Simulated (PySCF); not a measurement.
**Zn, Zn⁺, Zn²⁺, Zn³⁺: ionisation energies and fine-structure interval with spin-orbit coupling**

Wanted: the ionisation energy and fine-structure interval of zinc, up a ladder of methods.

Method: two-component X2C-1e, generalised determinants. Code: PySCF 2.14.0.

2 further runs of the same task are left out: 2 set aside as unsound or not needed.

**1. The atom as given**

```
Element                                   : zinc (Z = 30)
Basis                                     : x2c-TZVPPall-2c
Hamiltonian                               : two-component X2C-1e, Gaussian nucleus, no Breit or QED terms; spin-orbit coupling, run by run: off; screened by Boettger's factors; bare
Core shells frozen in the correlated runs : [Ne] (for Zn)
State 1                                   : Zn: [Ar] 3d10 4s2
State 2                                   : Zn⁺: [Ar] 3d10 4s1; 4s1/2 filled at m_j = +1/2
State 3                                   : Zn²⁺: [Ar] 3d10
State 4                                   : Zn³⁺: [Ar] 3d9; 3d3/2 filled at m_j = -3/2, -1/2, +1/2, +3/2; 3d5/2 filled at m_j = -3/2, -1/2, +1/2, +3/2, +5/2
State 5                                   : Zn³⁺ 3d J=3/2: [Ar] 3d9; 3d3/2 filled at m_j = -1/2, +1/2, +3/2; 3d5/2 filled at m_j = -5/2, -3/2, -1/2, +1/2, +3/2, +5/2
Methods                                   : GHF, GMP2
```

The outer shells:

Zn [Ar] 3d10 4s2
```
[Ar] core
3d [↑↓][↑↓][↑↓][↑↓][↑↓]
4s [↑↓]
```

Zn+ [Ar] 3d10 4s1
```
[Ar] core
3d [↑↓][↑↓][↑↓][↑↓][↑↓]
4s [↑ ]
```

Zn2+ [Ar] 3d10
```
[Ar] core
3d [↑↓][↑↓][↑↓][↑↓][↑↓]
```

Zn3+ [Ar] 3d9
```
[Ar] core
3d [↑↓][↑↓][↑↓][↑↓][↑ ]
```

A driver program built on PySCF's X2C-1e integrals ran all steps in one process from the settings above; there is no separate input file.

The integrals over 70 functions and the set-up took 0.65 s of CPU time.

**2. Zn**

#### GHF (spin-free)

The program printed:

```text
cycle= 1 E= -1794.2269299564  delta_E= -1.79e+03  |FDS-SDF|= 0.000123
cycle= 2 E= -1794.2269299579  delta_E= -1.49e-09  |FDS-SDF|= 0.000104
cycle= 3 E= -1794.2269300226  delta_E= -6.48e-08  |FDS-SDF|= 1.64e-05
cycle= 4 E= -1794.2269300244  delta_E= -1.73e-09  |FDS-SDF|= 5.71e-07
```

CPU time 0.56 s on a shared host, the integrals not counted.

Occupied spinors (without spin-orbit coupling the j labels only name the start):

```
spinor shell  electrons  mean energy (eV)  weight of the nominal j  rms radius (bohr)
       1s1/2          2           -9729.8                    1.000             0.0580
       2s1/2          2           -1233.5                    1.000              0.244
       2p3/2          4           -1064.9                    0.831              0.219
       2p1/2          2           -1064.9                    0.662              0.219
       3s1/2          2           -157.81                    1.000              0.731
       3p1/2          2           -105.50                    0.665              0.777
       3p3/2          4           -105.50                    0.832              0.777
       3d3/2          4           -20.719                    0.733               1.01
       3d5/2          6           -20.719                    0.822               1.01
       4s1/2          2            -8.130                    1.000               3.08
```

M_J = 0, ⟨J²⟩ = 0.000, ⟨L²⟩ = 0.000, ⟨S²⟩ = 0.000.

#### GMP2 (spin-free)

The driver printed no log here.

It used 0.57 s of CPU time after the integrals (shared host).

With 20 electrons correlated and 6 very high virtual spinors dropped, the MP2 correlation energy is -0.86504 hartree. Largest pairs: 3d3/2-3d5/2 -0.2174, 3d5/2-3d5/2 -0.1502, 3d5/2-3p3/2 -0.0907, 3d3/2-3d3/2 -0.0639, 3d3/2-3p3/2 -0.0606.

#### GHF (screened spin-orbit)

The program printed:

```text
cycle= 1 E= -1794.2777744355  delta_E= -1.79e+03  |FDS-SDF|= 0.00592
cycle= 2 E= -1794.2779864763  delta_E= -0.000212  |FDS-SDF|= 0.000845
cycle= 3 E= -1794.2779964490  delta_E= -9.97e-06  |FDS-SDF|= 0.000206
cycle= 4 E= -1794.2779973538  delta_E= -9.05e-07  |FDS-SDF|= 5.86e-05
cycle= 5 E= -1794.2779973823  delta_E= -2.85e-08  |FDS-SDF|= 3.03e-05
cycle= 6 E= -1794.2779973907  delta_E= -8.38e-09  |FDS-SDF|= 3.68e-07
cycle= 7 E= -1794.2779973907  delta_E= -4.77e-12  |FDS-SDF|= 2.17e-08
```

CPU time 0.79 s on a shared host, the integrals not counted.

The outer occupied spinors:

```
spinor shell  electrons  mean energy (eV)  weight of the nominal j  rms radius (bohr)
       2p1/2          2           -1081.3                    1.000              0.217
       2p3/2          4           -1056.9                    1.000              0.220
       3s1/2          2           -157.80                    1.000              0.731
       3p1/2          2           -107.75                    1.000              0.770
       3p3/2          4           -104.41                    1.000              0.781
       3d3/2          4           -20.984                    1.000               1.01
       3d5/2          6           -20.543                    1.000               1.01
       4s1/2          2            -8.131                    1.000               3.08
```

M_J = 0, ⟨J²⟩ = 0.000, ⟨L²⟩ = 0.002, ⟨S²⟩ = 0.002.

#### GMP2 (screened spin-orbit)

The driver printed no log here.

CPU time 0.4 s on a shared host, the integrals not counted.

With 20 electrons correlated and 6 very high virtual spinors dropped, the MP2 correlation energy is -0.86505 hartree. Largest pairs: 3d3/2-3d5/2 -0.2181, 3d5/2-3d5/2 -0.1501, 3d5/2-3p3/2 -0.0899, 3d3/2-3d3/2 -0.0633, 3d3/2-3p3/2 -0.0617.

**3. Zn⁺: the ladder of methods**

#### GHF (spin-free)

The program printed:

```text
cycle= 1 E= -1793.9383122935  delta_E= -1.79e+03  |FDS-SDF|= 0.00468
cycle= 2 E= -1793.9402298091  delta_E= -0.00192  |FDS-SDF|= 0.00328
cycle= 3 E= -1793.9404877363  delta_E= -0.000258  |FDS-SDF|= 0.00173
cycle= 4 E= -1793.9406087533  delta_E= -0.000121  |FDS-SDF|= 0.000341
cycle= 5 E= -1793.9406109100  delta_E= -2.16e-06  |FDS-SDF|= 6.3e-05
cycle= 6 E= -1793.9406113632  delta_E= -4.53e-07  |FDS-SDF|= 1.66e-05
cycle= 7 E= -1793.9406114022  delta_E= -3.9e-08  |FDS-SDF|= 1.78e-06
cycle= 8 E= -1793.9406114026  delta_E= -3.44e-10  |FDS-SDF|= 1.12e-07
```

It used 0.92 s of CPU time after the integrals (shared host).

Occupied spinors (without spin-orbit coupling the j labels only name the start):

```
spinor shell  electrons  mean energy (eV)  weight of the nominal j  rms radius (bohr)
       1s1/2          2           -9739.3                    1.000             0.0580
       2s1/2          2           -1242.8                    1.000              0.244
       2p3/2          4           -1074.2                    0.833              0.219
       2p1/2          2           -1074.2                    0.667              0.219
       3s1/2          2           -167.15                    1.000              0.732
       3p3/2          4           -114.93                    0.833              0.777
       3p1/2          2           -114.93                    0.667              0.777
       3d3/2          4           -30.163                    0.700              0.999
       3d5/2          6           -30.163                    0.800              0.999
       4s1/2          1           -16.990                    1.000               2.71
```

M_J = 1/2, ⟨J²⟩ = 0.751, ⟨L²⟩ = 0.000, ⟨S²⟩ = 0.751.

#### GMP2 (spin-free)

No log was kept for this step.

It used 0.53 s of CPU time after the integrals (shared host).

With 19 electrons correlated and 6 very high virtual spinors dropped, the MP2 correlation energy is -0.81665 hartree. Largest pairs: 3d3/2-3d5/2 -0.2138, 3d5/2-3d5/2 -0.1489, 3d5/2-3p3/2 -0.0902, 3d3/2-3d3/2 -0.0636, 3d3/2-3p3/2 -0.0602.

#### GHF (screened spin-orbit)

The program printed:

```text
cycle= 1 E= -1793.9891516255  delta_E= -1.79e+03  |FDS-SDF|= 0.00751
cycle= 2 E= -1793.9912809171  delta_E= -0.00213  |FDS-SDF|= 0.00329
cycle= 3 E= -1793.9915683047  delta_E= -0.000287  |FDS-SDF|= 0.00243
cycle= 4 E= -1793.9916554437  delta_E= -8.71e-05  |FDS-SDF|= 0.000641
cycle= 5 E= -1793.9916693321  delta_E= -1.39e-05  |FDS-SDF|= 7.65e-05
cycle= 6 E= -1793.9916696667  delta_E= -3.35e-07  |FDS-SDF|= 1.75e-05
cycle= 7 E= -1793.9916697000  delta_E= -3.33e-08  |FDS-SDF|= 2.06e-06
cycle= 8 E= -1793.9916697004  delta_E= -4.41e-10  |FDS-SDF|= 2.11e-07
```

CPU time 0.92 s on a shared host, the integrals not counted.

The outer occupied spinors:

```
spinor shell  electrons  mean energy (eV)  weight of the nominal j  rms radius (bohr)
       2p1/2          2           -1090.6                    1.000              0.217
       2p3/2          4           -1066.3                    1.000              0.220
       3s1/2          2           -167.15                    1.000              0.732
       3p1/2          2           -117.18                    1.000              0.770
       3p3/2          4           -113.85                    1.000              0.781
       3d3/2          4           -30.426                    0.999              0.995
       3d5/2          6           -29.988                    1.000               1.00
       4s1/2          1           -16.991                    1.000               2.71
```

M_J = 1/2, ⟨J²⟩ = 0.751, ⟨L²⟩ = 0.002, ⟨S²⟩ = 0.753.

#### GMP2 (screened spin-orbit)

No log was kept for this step.

It used 0.36 s of CPU time after the integrals (shared host).

With 19 electrons correlated and 6 very high virtual spinors dropped, the MP2 correlation energy is -0.81665 hartree. Largest pairs: 3d3/2-3d5/2 -0.2152, 3d5/2-3d5/2 -0.1484, 3d5/2-3p3/2 -0.0893, 3d3/2-3d3/2 -0.0627, 3d3/2-3p3/2 -0.0613.

**4. Zn²⁺**

#### GHF (spin-free)

The program printed:

```text
cycle= 1 E= -1793.3203859634  delta_E= -1.79e+03  |FDS-SDF|= 0.000124
cycle= 2 E= -1793.3203859754  delta_E= -1.19e-08  |FDS-SDF|= 9.7e-05
cycle= 3 E= -1793.3203860310  delta_E= -5.56e-08  |FDS-SDF|= 1.44e-05
cycle= 4 E= -1793.3203860323  delta_E= -1.31e-09  |FDS-SDF|= 4.67e-07
```

It used 0.57 s of CPU time after the integrals (shared host).

Occupied spinors (without spin-orbit coupling the j labels only name the start):

```
spinor shell  electrons  mean energy (eV)  weight of the nominal j  rms radius (bohr)
       1s1/2          2           -9750.6                    1.000             0.0580
       2s1/2          2           -1253.9                    1.000              0.244
       2p3/2          4           -1085.4                    0.836              0.219
       2p1/2          2           -1085.4                    0.673              0.219
       3s1/2          2           -178.26                    1.000              0.732
       3p1/2          2           -126.19                    0.666              0.777
       3p3/2          4           -126.19                    0.833              0.777
       3d3/2          4           -41.423                    0.691              0.984
       3d5/2          6           -41.423                    0.794              0.984
```

M_J = 0, ⟨J²⟩ = 0.000, ⟨L²⟩ = 0.000, ⟨S²⟩ = 0.000.

#### GMP2 (spin-free)

No log was kept for this step.

CPU time 0.5 s on a shared host, the integrals not counted.

With 18 electrons correlated and 6 very high virtual spinors dropped, the MP2 correlation energy is -0.78012 hartree. Largest pairs: 3d3/2-3d5/2 -0.2184, 3d5/2-3d5/2 -0.1425, 3d5/2-3p3/2 -0.0888, 3d3/2-3p3/2 -0.0601, 3d3/2-3d3/2 -0.0586.

#### GHF (screened spin-orbit)

The program printed:

```text
cycle= 1 E= -1793.3712160944  delta_E= -1.79e+03  |FDS-SDF|= 0.00589
cycle= 2 E= -1793.3714230881  delta_E= -0.000207  |FDS-SDF|= 0.000811
cycle= 3 E= -1793.3714316835  delta_E= -8.6e-06  |FDS-SDF|= 0.000181
cycle= 4 E= -1793.3714323122  delta_E= -6.29e-07  |FDS-SDF|= 4.45e-05
cycle= 5 E= -1793.3714323280  delta_E= -1.58e-08  |FDS-SDF|= 2.29e-05
cycle= 6 E= -1793.3714323324  delta_E= -4.34e-09  |FDS-SDF|= 2.01e-07
cycle= 7 E= -1793.3714323324  delta_E= -1.82e-12  |FDS-SDF|= 1.14e-08
```

It used 0.81 s of CPU time after the integrals (shared host).

The outer occupied spinors:

```
spinor shell  electrons  mean energy (eV)  weight of the nominal j  rms radius (bohr)
       2s1/2          2           -1253.9                    1.000              0.244
       2p1/2          2           -1101.8                    1.000              0.217
       2p3/2          4           -1077.4                    1.000              0.220
       3s1/2          2           -178.25                    1.000              0.732
       3p1/2          2           -128.44                    1.000              0.769
       3p3/2          4           -125.11                    1.000              0.780
       3d3/2          4           -41.684                    1.000              0.979
       3d5/2          6           -41.250                    1.000              0.987
```

M_J = 0, ⟨J²⟩ = 0.000, ⟨L²⟩ = 0.002, ⟨S²⟩ = 0.002.

#### GMP2 (screened spin-orbit)

This step left no log, only its results.

It used 0.33 s of CPU time after the integrals (shared host).

With 18 electrons correlated and 6 very high virtual spinors dropped, the MP2 correlation energy is -0.78013 hartree. Largest pairs: 3d3/2-3d5/2 -0.2111, 3d5/2-3d5/2 -0.1463, 3d5/2-3p3/2 -0.0885, 3d3/2-3d3/2 -0.0620, 3d3/2-3p3/2 -0.0607.

(Part 1 of 2 ends here.)
